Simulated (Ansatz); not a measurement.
# C₂H₂OSe: functionals against CCSD(T) at one geometry

One table from this session's results is given with a row withheld; the runs are named, their logs left out.

Method: single points in def2-TZVPP; program: Ansatz 0.2.0, Gaussian basis.

Correlated methods freeze the cores. Filled d shells of the heavier atoms are correlated. B3LYP uses VWN-RPA correlation.

**The system as given**

SMILES `OC#C[SeH]`, 6 atoms, charge 0, spin multiplicity 1.

Atoms are counted from 1 here; the program's logs count them from 0.

Bond lengths: O1–C2 1.285 Å, O1–H5 1.005 Å, C2–C3 1.235 Å, C3–Se4 1.878 Å, Se4–H6 1.441 Å. Angles: C2–O1–H5 108.7°, O1–C2–C3 165.7°, C2–C3–Se4 159.4°, C3–Se4–H6 90.0°.

Geometry (Å):

```xyz
6

O     1.9822   -0.5986   -0.3539
C     0.7134   -0.4571   -0.2083
C    -0.4363   -0.0221   -0.0900
Se   -2.3134   -0.0080   -0.0311
H     2.4182   -0.5531    0.5509
H    -2.3008    1.4326    0.0109
```

Set-up of the first run:

The input, run/in.yaml:

```yaml
crystal:
  periodic: [false, false, false]
  atoms:
    - {symbol: O, position_ang: [1.982200, -0.598600, -0.353900]}
    - {symbol: C, position_ang: [0.713400, -0.457100, -0.208300]}
    - {symbol: C, position_ang: [-0.436300, -0.022100, -0.090000]}
    - {symbol: Se, position_ang: [-2.313400, -0.008000, -0.031100]}
    - {symbol: H, position_ang: [2.418200, -0.553100, 0.550900]}
    - {symbol: H, position_ang: [-2.300800, 1.432600, 0.010900]}
basis:
  gaussian: {orbitals: def2-TZVPP}
correlation: {method: ccsd_t}
output: {forces: true}
```

The command line of these runs was not kept.

Among the steps run: CCSD(T)/def2-TZVPP; PBE0-D4/def2-TZVPP; wB97M-V/def2-TZVPP; r2SCAN-D4/def2-TZVPP; PBE-D4/def2-TZVPP; B3LYP-D4/def2-TZVPP; LC-wPBE/def2-TZVPP.

One table of the session follows, with a row left open; its other results are not shown here.

```
   method  RMS force component (eV/Å)  angle to CCSD(T) forces (°)  dipole (D)
  CCSD(T)                       1.125                    reference        1.84
  PBE0-D4                       1.146                         16.0        1.89
  wB97M-V                       1.321                         16.7        1.87
r2SCAN-D4                       1.032                         11.9        1.93
   PBE-D4                       0.917                         13.9        1.87
 B3LYP-D4                       1.177                         15.5        1.83
  LC-wPBE                           ?                            ?           ?
```

Estimate the missing values for LC-wPBE.

**Answer.** RMS force component (eV/Å): 1.414; angle to CCSD(T) forces (°): 20.4; dipole (D): 1.93. In the column «RMS force component (eV/Å)» it is the highest.
